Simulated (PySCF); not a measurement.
# A diatomic session: KF

An exercise on one series of results from a longer session: the logs are not shown, and one member is left open.

The runs use PySCF 2.14.0; K aug-pcseg-1, F aug-pcseg-1, no relativity.

The first run:

Settings of the job:

```
atoms                         : K, F
charge                        : 0
basis                         : K aug-pcseg-1, F aug-pcseg-1
Hamiltonian                   : no relativity
basis functions               : 56
electrons treated             : 28
masses in u                   : 38.9637, 18.9984
levels                        : PBE0, PBE, r²SCAN, M06-L, BHandHLYP, TPSS, HF, MP2, SCS-MP2, CCSD, CCSD(T)
grid                          : 80 radial by 434 angular points
occupations                   : held fixed by the projection of orbital angular momentum
dissociation limit            : K + F, each in its ground configuration
starting distance in angstrom : 2.560
values of 2S to try           : 0, 2
```

On the command line:

```sh
OMP_NUM_THREADS=1 python dia.py task.json out
```

Steps of the session up to this table: Input; PBE0 along the bond; Excited determinants; PBE (GGA); r²SCAN (meta-GGA); M06-L (meta-GGA); BHandHLYP (global hybrid GGA); TPSS (meta-GGA); RHF; Adding correlation.

One of the session's tables, all rows but one given; the rest of the session is left out.

It belongs to the step «The curves together». Energy (eV) from each level's lowest point:

```
R (Å)    RHF  RHF-MP2  RHF-SCS-MP2  RHF-CCSD  RHF-CCSD(T)
1.877  0.862    0.818        0.838       n/a          n/a
1.964  0.417    0.395        0.408     0.396        0.395
2.051  0.158    0.149        0.156     0.147        0.147
2.116  0.053    0.049        0.054     0.047        0.048
2.182  0.005    0.004        0.006     0.003        0.003
2.248  0.000    0.000        0.000     0.000        0.000
2.335      ?        ?            ?         ?            ?
2.444  0.151    0.148        0.144     0.154        0.152
2.575  0.327    0.321        0.316     0.330        0.327
2.749  0.597    0.586        0.580       n/a          n/a
```

**Question.** Estimate the row for R (Å) = 2.335.

Worked estimate for «RHF». A straight line through the neighbours (2.248, 0.000) and (2.444, 0.151) gives 0.000 + (0.151 − 0.000) × (2.335 − 2.248) / (2.444 − 2.248) = 0.067; a parabola fitted to 4 rows on both sides gives 0.049.

As computed: RHF: 0.043; RHF-MP2: 0.043; RHF-SCS-MP2: 0.041; RHF-CCSD: 0.045; RHF-CCSD(T): 0.044. In «RHF» the line misses by +0.024 and the parabola by +0.006.
